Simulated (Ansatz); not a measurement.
**doublet [SnCl2]+ at 6 levels**

Wanted: a comparison of 6 runs (UHF/STO-3G, UHF/3-21G, UHF/def2-SVP, U-r2SCAN/def2-SVP, UBHLYP/def2-SVP, UCCSD/def2-SVP) of doublet [SnCl2]+. 

Program for the calculation: Ansatz 0.2.0.

28 further runs of the same task are left out: 28 set aside as unsound or not needed.

## Step 1: Starting point

The species is [SnCl2]+ (3 atoms), meant as a doublet with charge +1. As SMILES of the parent species, `[Cl][Sn][Cl]`. Geometry: a GFN2-xTB relaxation, a rough one for these elements and not checked as a minimum. That shape belongs to the parent species and isn't relaxed for this state.

Bond lengths: Sn1–Cl2 2.378 Å, Sn1–Cl3 2.377 Å. Angles: Cl2–Sn1–Cl3 99.5°.

## Step 2: A single-point energy at UHF/STO-3G (run 1)

in.yaml

```yaml
crystal:
  periodic: [false, false, false]
  atoms:
    - {symbol: Sn, position_ang: [0.004910, -0.007160, -1.023740]}
    - {symbol: Cl, position_ang: [1.812600, -0.019020, 0.521020]}
    - {symbol: Cl, position_ang: [-1.817510, 0.026180, 0.502720]}
basis:
  gaussian: {orbitals: STO-3G}
hamiltonian: {xc: hf}
output: {orbitals: {seedname: orbitals}}
accuracy: high
magnetization: {spin_polarized: true, initial_magnetization: 1}
total_charge: 1
```

Run with:

```
$ ansatz run in.yaml --threads 1 --pin off --max-ram 2610MiB --events-out events.jsonl --progress --plain --runs-dir runs
```

What it wrote:

```text
Warning: RAYON_NUM_THREADS=1 ignored (pool sized by the plan → 1); use --threads N
Functional definition: HF
  name "HF"
  exchange = exact_x
  correlation = 0
824 factors; integrals over basis functions are off by at most 1.5e-8 eV
mean field evaluation 1: about -187001.5343 eV, gradient 1.5e1 eV
mean field evaluation 2: about -187001.5889 eV, gradient 1.5e1 eV
mean field evaluation 4: about -187005.8193 eV, gradient 1.4e0 eV
mean field evaluation 8: about -187005.8632 eV, gradient 2.9e-5 eV
mean field evaluation 16: about -187003.0397 eV, gradient 1.3e0 eV
mean field -187005.86316322 eV, -6872.3387141215 hartree, gradient 1.2e-8 eV, S^2 0.762210; 0 other end points of the search recorded, 0 dependent functions left out
reference -187005.86316322 eV, -6872.3387141215 hartree; 42, 41 occupied and 3, 4 virtual orbitals, 824 factors
Total energy: -187005.86316322 eV, -6872.3387141215 hartree
```

Run time: 0.78 s. Hardware: 1 thread of AMD EPYC 9R45 (Zen 5), shared host; peak memory 0.17 GiB.

## Step 3: A single-point energy at UHF/3-21G (run 2)

run.yaml

```yaml
crystal:
  periodic: [false, false, false]
  atoms:
    - {symbol: Sn, position_ang: [0.004910, -0.007160, -1.023740]}
    - {symbol: Cl, position_ang: [1.812600, -0.019020, 0.521020]}
    - {symbol: Cl, position_ang: [-1.817510, 0.026180, 0.502720]}
basis:
  gaussian: {orbitals: 3-21G-spherical.json}
total_charge: 1
magnetization: {spin_polarized: true, initial_magnetization: 1}
hamiltonian: {xc: hf}
accuracy: high
output: {orbitals: {seedname: orbitals}}
```

The basis set 3-21G is read from a file made from the Basis Set Exchange's data (not shown).

Run with:

```
$ ansatz run run.yaml --threads 1 --pin off --max-ram 2610MiB --events-out events.jsonl --progress --plain --runs-dir runs
```

What it wrote:

```text
Warning: RAYON_NUM_THREADS=1 ignored (pool sized by the plan → 1); use --threads N
[... 4 set-up lines as earlier in the session ...]
1149 factors; integrals over basis functions are off by at most 4.4e-9 eV
mean field evaluation 1: about -188044.1413 eV, gradient 2.1e1 eV
mean field evaluation 2: about -188044.1750 eV, gradient 2.1e1 eV
mean field evaluation 4: about -188048.1472 eV, gradient 1.7e0 eV
mean field evaluation 8: about -188048.2238 eV, gradient 1.7e-3 eV
mean field evaluation 16: about -188046.8734 eV, gradient 6.2e0 eV
mean field evaluation 32: about -188039.2924 eV, gradient 2.4e1 eV
mean field evaluation 64: about -188045.0967 eV, gradient 1.2e0 eV
mean field -188048.22431434 eV, -6910.6447798877 hartree, gradient 1.8e-8 eV, S^2 0.786959; 1 other end points of the search recorded, 0 dependent functions left out
reference -188048.22431434 eV, -6910.6447798877 hartree; 42, 41 occupied and 15, 16 virtual orbitals, 1149 factors
Total energy: -188048.22431434 eV, -6910.6447798877 hartree
```

Wall time 2 s (1 thread of AMD EPYC 9R45 (Zen 5), shared host); peak memory 0.23 GiB.

Runs 3 to 4 aren't shown in full; the table further down has their settings and results.

## Step 4: A single-point energy at UBHLYP/def2-SVP (core potential) (run 5)

Edit run.yaml of step 3 so:

```diff
@@ -7,6 +7,10 @@
 basis:
-  gaussian: {orbitals: 3-21G-spherical.json}
+  gaussian:
+    orbitals: def2-SVP
 total_charge: 1
-magnetization: {spin_polarized: true, initial_magnetization: 1}
-hamiltonian: {xc: hf}
+magnetization:
+  spin_polarized: true
+  initial_magnetization: 1
+hamiltonian:
+  xc: {name: BHLYP}
 accuracy: high
```

Run with:

```
$ ansatz run run.yaml --threads 1 --pin off --max-ram 2610MiB --events-out events.jsonl --progress --plain --runs-dir runs
```

What it wrote:

```text
Warning: RAYON_NUM_THREADS=1 ignored (pool sized by the plan → 1); use --threads N
Functional definition: BHLYP
  name "BHLYP"
  parameter a = 0.5
  exchange = (1 - a)*b88_x + a*exact_x
  correlation = lyp_c
1264 factors; integrals over basis functions are off by at most 4.1e-9 eV
mean field evaluation 1: about -30854.8299 eV, gradient 2.6e1 eV
mean field evaluation 2: about -30848.9909 eV, gradient 4.1e1 eV
mean field evaluation 4: about -30859.7172 eV, gradient 1.1e0 eV
mean field evaluation 8: about -30859.8341 eV, gradient 6.7e-2 eV
mean field evaluation 16: about -30859.8345 eV, gradient 1.4e-3 eV
mean field evaluation 32: about -30859.1875 eV, gradient 4.8e0 eV
mean field -30859.83446722 eV, -1134.0779991232 hartree, gradient 9.9e-8 eV, S^2 0.770281; 3 other end points of the search recorded, 0 dependent functions left out
reference -30859.83448808 eV, -1134.0779998899 hartree; 28, 27 occupied and 34, 35 virtual orbitals, 1264 factors
Total energy: -30859.83448808 eV, -1134.0779998899 hartree
```

Wall time 5.1 s (1 thread of AMD EPYC 9R45 (Zen 5), shared host); peak memory 0.28 GiB.

## Step 5: A single-point energy at UCCSD/def2-SVP (core potential) (run 6)

molecule.yaml

```yaml
basis:
  gaussian:
    orbitals: def2-SVP
crystal:
  periodic: [false, false, false]
  atoms:
    - {symbol: Sn, position_ang: [0.004910, -0.007160, -1.023740]}
    - {symbol: Cl, position_ang: [1.812600, -0.019020, 0.521020]}
    - {symbol: Cl, position_ang: [-1.817510, 0.026180, 0.502720]}
total_charge: 1
magnetization:
  spin_polarized: true
  initial_magnetization: 1
correlation:
  method: ccsd
  frozen_orbitals: {Cl: 5, Sn: 4}
accuracy: high
scf:
  omitted_lower_state_checks: [cluster_reference, increment]
```

Run with:

```
$ ansatz run molecule.yaml --threads 1 --pin off --max-ram 2610MiB --events-out events.jsonl --progress --plain --runs-dir runs
```

What it wrote:

```text
Warning: RAYON_NUM_THREADS=1 ignored (pool sized by the plan → 1); use --threads N
[... 13 lines left out ...]
14 core orbitals not correlated: weight in the atoms' cores, before any rotation towards them, 1.000 or more for the frozen orbitals, at most 0.000 for the correlated occupied ones
[... 31 lines left out ...]
Total energy: -30808.44402597 eV, -1132.1894352409 hartree
Checks for a lower state left out: cluster_reference, increment
```

Run time: 4.8 s. Hardware: 1 thread of AMD EPYC 9R45 (Zen 5), shared host; peak memory 0.28 GiB.

## Step 6: Overview of the runs

```
run                               level  core potential  frozen core orbitals   energy (Eh)  HOMO energy (eV)  LUMO energy (eV)   ⟨S²⟩  wall time
  1                          UHF/STO-3G            none                     –  -6872.338714            -15.49             -6.39  0.762     0.78 s
  2                           UHF/3-21G            none                     –  -6910.644780            -17.57             -9.04  0.787        2 s
  3       UHF/def2-SVP (core potential)        def2-SVP                     –  -1131.823143            -17.63             -8.74  0.800      1.7 s
  4  U-r2SCAN/def2-SVP (core potential)        def2-SVP                     –  -1134.174312            -13.63            -12.89  0.757       20 s
  5    UBHLYP/def2-SVP (core potential)        def2-SVP                     –  -1134.078000            -15.68            -11.38  0.770      5.1 s
  6     UCCSD/def2-SVP (core potential)        def2-SVP                    14  -1132.189435                 –                 –  0.800      4.8 s
```

## Step 7: Outcome

```
                                           quantity           value
                                run 6: total energy  -1132.18944 Eh
run 6: correlation energy (14 core orbitals frozen)      -366.3 mEh
           run 6: ⟨S²⟩ of the reference determinant           0.800
                               run 6: T1 diagnostic           0.021
```

**Reading.** Totals of different functionals can't be ranked against each other. Some runs of one species differ in core potentials or relativity; totals across that change don't compare. In run 1 the basis is minimal, so the values are rough. In runs 1, 2 relativity is left out where basis or elements ask for it. All runs together took 35 s, the longest 20 s.
